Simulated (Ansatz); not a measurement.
# Cl₃HHfTe: from a rough start to a minimum

Aim: relax Cl₃HHfTe from a cheap starting geometry, then compute its harmonic vibrations to see whether it is a minimum and to get the zero-point energy and entropy, and look at its orbitals and charge.

The runs use Ansatz 0.2.0, Gaussian basis; RKS PBE0-D4/def2-TZVP.

Levels to be run: relaxation at PBE0-D4/def2-TZVP; harmonic vibrations at the same level; a single point in def2-TZVPP for the fields.

### 1 Where the work starts

SMILES `[Cl][Hf]([Cl])([Cl])[TeH]`, 6 atoms, charge 0, spin multiplicity 1.

Atoms are counted from 1 here; the program's logs count them from 0.

Bond lengths: Cl1–Hf2 2.273 Å, Hf2–Cl3 2.277 Å, Hf2–Cl4 2.277 Å, Hf2–Te5 2.719 Å, Te5–H6 1.641 Å. Angles: Cl1–Hf2–Cl3 101.4°, Cl1–Hf2–Cl4 100.7°, Cl1–Hf2–Te5 118.0°, Cl3–Hf2–Cl4 107.0°, Cl3–Hf2–Te5 120.0°, Cl4–Hf2–Te5 107.8°, Hf2–Te5–H6 87.6°.

The start is a GFN2-xTB geometry. Hf, Te take the def2 core potential; no spin-orbit term is included.

### 2 Geometry optimisation, PBE0-D4/def2-TZVP

Contents of in.yaml:

```yaml
crystal:
  periodic: [false, false, false]
  atoms:
    - {symbol: Cl, position_ang: [-0.582720, -1.722440, 1.710990]}
    - {symbol: Hf, position_ang: [0.350880, -0.373110, 0.137620]}
    - {symbol: Cl, position_ang: [2.475550, -1.187340, 0.052070]}
    - {symbol: Cl, position_ang: [-0.716870, -1.103780, -1.735790]}
    - {symbol: Te, position_ang: [-0.069780, 2.304910, 0.341440]}
    - {symbol: H, position_ang: [-1.457060, 2.081760, -0.506350]}
basis:
  gaussian: {orbitals: def2-TZVP}
hamiltonian: {xc: pbe0, dispersion: d4}
relax: {f_tol: 0.005, max_steps: 150}
```

Command:

```
> ansatz run in.yaml --threads 4 --pin off --events-out ev --progress --plain --max-ram 10444MiB
```

Log, shortened:

```text
Functional definition: PBE0
  name "PBE0"
  cite "Adamo & Barone, J. Chem. Phys. 110, 6158 (1999) doi:10.1063/1.478522"
  cite "Perdew, Burke & Ernzerhof, Phys. Rev. Lett. 77, 3865 (1996) doi:10.1103/PhysRevLett.77.3865"
  parent pbe
[...]
1679 factors; their error is unknown
[...]
mean field -46180.73818760 eV, -1697.1108259658 hartree, gradient 2.6e-5 eV, S^2 0.000000; 0 other end points of the search recorded, 0 dependent functions left out
[...]
reference -46180.73822144 eV, -1697.1108272094 hartree; 44, 44 occupied and 163, 163 virtual orbitals, 1679 factors
relax step   1: F+E_penalty+E_count = -46180.96742003 eV  Δ(F+E_penalty+E_count) = +0.000e0 eV  max|allowed force component| = 9.267e-1 eV/Å  Δτ_max = 0.0000 Å  (29 SCF iters, accepted)
[...]
relax step   5: F+E_penalty+E_count = -46181.19969380 eV  Δ(F+E_penalty+E_count) = -1.399e-2 eV  max|allowed force component| = 5.549e-2 eV/Å  Δτ_max = 0.1500 Å  (39 SCF iters, accepted)
[...]
relax step   9: F+E_penalty+E_count = -46181.20582343 eV  Δ(F+E_penalty+E_count) = -2.499e-3 eV  max|allowed force component| = 1.137e-2 eV/Å  Δτ_max = 0.0819 Å  (32 SCF iters, accepted)
[...]
relax step  13: F+E_penalty+E_count = -46181.20659095 eV  Δ(F+E_penalty+E_count) = -4.226e-4 eV  max|allowed force component| = 3.775e-2 eV/Å  Δτ_max = 0.0487 Å  (32 SCF iters, accepted)
[...]
relax step  17: F+E_penalty+E_count = -46181.20687427 eV  Δ(F+E_penalty+E_count) = -1.381e-5 eV  max|allowed force component| = 9.058e-3 eV/Å  Δτ_max = 0.0108 Å  (35 SCF iters, accepted)
[...]
relax step  18: F+E_penalty+E_count = -46181.20688418 eV  Δ(F+E_penalty+E_count) = -9.904e-6 eV  max|allowed force component| = 3.290e-3 eV/Å  Δτ_max = 0.0025 Å  (35 SCF iters, accepted)
1679 factors; their error is unknown
[...]
mean field -46180.98182264 eV, -1697.1197793883 hartree, gradient 1.6e-5 eV, S^2 0.000000; 1 other end points of the search recorded, 0 dependent functions left out
[...]
reference -46180.98185700 eV, -1697.1197806509 hartree; 44, 44 occupied and 163, 163 virtual orbitals, 1679 factors
Total energy: -46181.20691853 eV, -1697.1280515098 hartree
Atom 0 at    -0.844502    -1.465876     1.768262 Å, force     0.000266     0.000258    -0.000627 eV/Å
Atom 1 at     0.305904    -0.518725    -0.010918 Å, force    -0.001765     0.002446     0.000145 eV/Å
Atom 2 at     2.571064    -0.980090     0.090075 Å, force     0.000219     0.000445    -0.000122 eV/Å
Atom 3 at    -0.635876    -1.261719    -1.997613 Å, force     0.000398     0.000015     0.000641 eV/Å
Atom 4 at     0.122711     2.238661     0.128195 Å, force    -0.001950    -0.003290    -0.000233 eV/Å
Atom 5 at    -1.519300     1.987750     0.021978 Å, force     0.002832     0.000125     0.000196 eV/Å
Dipole moment:    -0.011763     0.116142     0.005485 e Å
```

Run time: 60 s. Hardware: 4 threads of Intel Xeon Platinum 8559C, shared host; peak memory 0.78 GiB.

Step by step: (the energy doesn't fall at every step)

```csv
step,energy from step 1 (eV),largest force component (eV/Å)
1,0.0000,0.9267
2,0.1159,1.8803
3,-0.1709,0.2293
4,-0.2183,0.2179
5,-0.2323,0.0555
6,-0.2346,0.1231
7,-0.2359,0.1425
8,-0.2314,0.4758
9,-0.2384,0.0114
10,-0.2381,0.1892
11,-0.2382,0.1186
12,-0.2387,0.0071
13,-0.2392,0.0377
14,-0.2391,0.0755
15,-0.2393,0.0212
16,-0.2394,0.0202
17,-0.2395,0.0091
18,-0.2395,0.0033
```

Distances of close pairs at the start and the end, largest changes first:

```csv
bond,before (Å),after (Å),change (Å)
Hf2–Te5,2.719,2.767,+0.048
Cl1–Hf2,2.273,2.321,+0.048
Hf2–Cl4,2.277,2.321,+0.044
Hf2–Cl3,2.277,2.314,+0.037
Te5–H6,1.641,1.664,+0.023
```

Mulliken charges of the relaxed molecule (report file):

```csv
atom,value (e)
Cl1,-0.30
Hf2,1.09
Cl3,-0.30
Cl4,-0.30
Te5,-0.28
H6,0.09
```

### 3 Vibrations by finite differences

Contents of in.yaml:

```yaml
crystal:
  periodic: [false, false, false]
  atoms:
    - {symbol: Cl, position_ang: [-0.844502, -1.465876, 1.768262]}
    - {symbol: Hf, position_ang: [0.305904, -0.518725, -0.010918]}
    - {symbol: Cl, position_ang: [2.571064, -0.980090, 0.090075]}
    - {symbol: Cl, position_ang: [-0.635876, -1.261719, -1.997613]}
    - {symbol: Te, position_ang: [0.122711, 2.238661, 0.128195]}
    - {symbol: H, position_ang: [-1.519300, 1.987750, 0.021978]}
basis:
  gaussian: {orbitals: def2-TZVP}
hamiltonian: {xc: pbe0, dispersion: d4}
phonons: {temperatures: {t_min: 298.15, t_max: 900, t_step: 200}}
```

Launched as before.

Log, shortened:

```text
Functional definition: PBE0
  name "PBE0"
  cite "Adamo & Barone, J. Chem. Phys. 110, 6158 (1999) doi:10.1063/1.478522"
  cite "Perdew, Burke & Ernzerhof, Phys. Rev. Lett. 77, 3865 (1996) doi:10.1103/PhysRevLett.77.3865"
  parent pbe
[...]
1679 factors; their error is unknown
[...]
mean field -46180.98177501 eV, -1697.1197776379 hartree, gradient 2.5e-5 eV, S^2 0.000000; 0 other end points of the search recorded, 0 dependent functions left out
[...]
reference -46180.98180935 eV, -1697.1197788998 hartree; 44, 44 occupied and 163, 163 virtual orbitals, 1679 factors
[...]
1679 factors; their error is unknown
mean field -46180.98172498 eV, -1697.1197757992 hartree, gradient 1.7e-6 eV, S^2 0.000000; 0 other end points of the search recorded, 0 dependent functions left out
[...]
reference -46180.98175932 eV, -1697.1197770612 hartree; 44, 44 occupied and 163, 163 virtual orbitals, 1679 factors
[...]
reference -46180.98180786 eV, -1697.1197788450 hartree; 44, 44 occupied and 163, 163 virtual orbitals, 1679 factors
Total energy: -46181.20687089 eV, -1697.1280497588 hartree
Atom 0 at    -0.844502    -1.465876     1.768262 Å, force     0.000528     0.000394    -0.000459 eV/Å
Atom 1 at     0.305904    -0.518725    -0.010918 Å, force    -0.002116     0.002145     0.000488 eV/Å
Atom 2 at     2.571064    -0.980090     0.090075 Å, force    -0.000017     0.000510    -0.000202 eV/Å
Atom 3 at    -0.635876    -1.261719    -1.997613 Å, force     0.000623     0.000116     0.000253 eV/Å
Atom 4 at     0.122711     2.238661     0.128195 Å, force    -0.001873    -0.003245    -0.000271 eV/Å
Atom 5 at    -1.519300     1.987750     0.021978 Å, force     0.002856     0.000080     0.000192 eV/Å
Dipole moment:    -0.011763     0.116139     0.005486 e Å
Vibrations: 64.05 66.58 83.94 87.65 99.01 126.04 188.74 342.64 383.39 390.47 398.46 2122.90 cm⁻¹, zero-point energy 0.269906 eV
```

Run time: 1.8 min. Hardware: 4 threads of Intel Xeon Platinum 8559C, shared host; peak memory 0.77 GiB.

Motions are named by where the mode's potential energy lies. Wavenumbers, unscaled:

```csv
mode,cm⁻¹,motion
1,64,bend
2,67,bend
3,84,bend with torsion
4,88,bend
5,99,bend
6,126,torsion
7,189,Hf–Te stretch
8,343,bend
9,383,Hf–Cl stretch
10,390,Hf–Cl stretch
11,398,Hf–Cl stretch
12,2123,Te–H stretch
```

Ideal gas, rigid rotor and harmonic oscillator at 298.15 K and 1 bar, with symmetry number 1:

```csv
term,value
zero-point energy,6.2 kcal/mol
H(298) − E,12.6 kcal/mol
"entropy, translation",184.0 J/(mol K)
"entropy, rotation",132.8 J/(mol K)
"entropy, vibration",121.3 J/(mol K)
"entropy, total",438.1 J/(mol K)
```

### 4 Orbitals, density and potential

in.yaml: that of step 3 with these lines changed.

```diff
@@ -10,4 +10,4 @@
 basis:
-  gaussian: {orbitals: def2-TZVP}
+  gaussian: {orbitals: def2-TZVPP}
 hamiltonian: {xc: pbe0, dispersion: d4}
-phonons: {temperatures: {t_min: 298.15, t_max: 900, t_step: 200}}
+output: {orbitals: {seedname: orbitals}}
```

Launched as before.

Log:

```text
Functional definition: PBE0
  name "PBE0"
  cite "Adamo & Barone, J. Chem. Phys. 110, 6158 (1999) doi:10.1063/1.478522"
  cite "Perdew, Burke & Ernzerhof, Phys. Rev. Lett. 77, 3865 (1996) doi:10.1103/PhysRevLett.77.3865"
  parent pbe
  parameter a = 0.25
  parameter kappa = 0.804
  parameter beta = 0.06672455060314922
  exchange = (1 - a)*pbe_x(kappa = kappa, mu = beta*pi^2/3) + a*exact_x
  correlation = pbe_c(beta = beta)
1876 factors; their error is unknown
mean field evaluation 1: about -46179.5364 eV, gradient 2.3e1 eV
mean field evaluation 2: about -46177.4765 eV, gradient 3.8e1 eV
mean field evaluation 4: about -46180.8023 eV, gradient 1.9e0 eV
mean field evaluation 8: about -46181.0685 eV, gradient 1.5e-1 eV
mean field evaluation 16: about -46181.0685 eV, gradient 7.5e-5 eV
mean field -46181.06853209 eV, -1697.1229659017 hartree, gradient 7.5e-5 eV, S^2 0.000000; 0 other end points of the search recorded, 0 dependent functions left out
reference -46181.06856595 eV, -1697.1229671460 hartree; 44, 44 occupied and 202, 202 virtual orbitals, 1876 factors
Total energy: -46181.29362748 eV, -1697.1312380049 hartree
```

Wall time 3 s (4 threads of Intel Xeon Platinum 8559C, shared host); peak memory 1 GiB.

Orbitals, density, ELF and potential are computed afterwards from the orbital file.

Frontier orbitals at PBE0-D4/def2-TZVPP, with the share of their density that lies nearest to each atom:

```csv
orbital,energy (eV),lies on
HOMO,-7.11,Te5 77 %; H6 10 %; Hf2 7 %
LUMO,-2.43,Hf2 63 %; Cl3 13 %; H6 8 %
```

ELF in a plane through or near 4 of the atoms.

Ten even steps from '0' (0.00) to '9' (1.00):
```
0000000000000000000000000000
0000000000000000000000000000
0000012333200000001222100000
0000146777521000134566410000
0001368888752001356788742000
0003587352863015533347864000
0003586273851036446634763000
0002578767611027554542542000
0001357775368626624424521000
0000134421662863643588741000
0000000001852861247999963000
0000000000478740027999973000
0000000000011000015899951000
0000000000000000001477510000
0000000000000000000010000000
0000000000000000000000000000
0000000000000000000000000000
0000000000000000000000000000
0000000000000000000000000000
0000000000000000000000000000
```
The map spans 10.2 Å across and 8.7 Å up, centred on the molecule. Atoms in the plane (x, y in Å): Hf2 (-0.6, 0.0), Cl3 (-2.1, 1.7), Te5 (1.9, 1.2), H6 (2.5, -0.3).

On the surface of density 0.002 e/bohr³ the electrostatic potential runs, from the 1st to the 99th percentile, from -0.18 V near Te5 to 2.20 V near Hf2.

### 5 Outcome

| quantity | value |
| --- | --- |
| point group | Cs |
| steps | 18 |
| shift from the start (rms) | 0.345 Å |
| total energy | -46181.2069 eV |
| dispersion term | -225 meV |
| dipole moment | 0.56 D |
| lowest, highest wavenumber | 64, 2123 cm⁻¹ |
| zero-point energy | 6.2 kcal/mol |
| entropy at 298.15 K | 438.1 J/(mol K) |
| HOMO, LUMO | -7.11, -2.43 eV |

**Reading.** The relaxed geometry lies 0.35 Å (rms) from the start; the bond that changed most is Hf2–Te5, from 2.719 to 2.767 Å. All wavenumbers are real, so the end point is a minimum. The stiffest mode, 2123 cm⁻¹, is a Te–H stretch, and 7 modes under 200 cm⁻¹ make the vibrational entropy uncertain. Harmonic hybrid wavenumbers usually lie a few per cent above measured fundamentals. The largest Mulliken charge, +1.09 e, sits on Hf2. The HOMO lies mostly on Te5 77 %; H6 10 % and the LUMO on Hf2 63 %; Cl3 13 %.
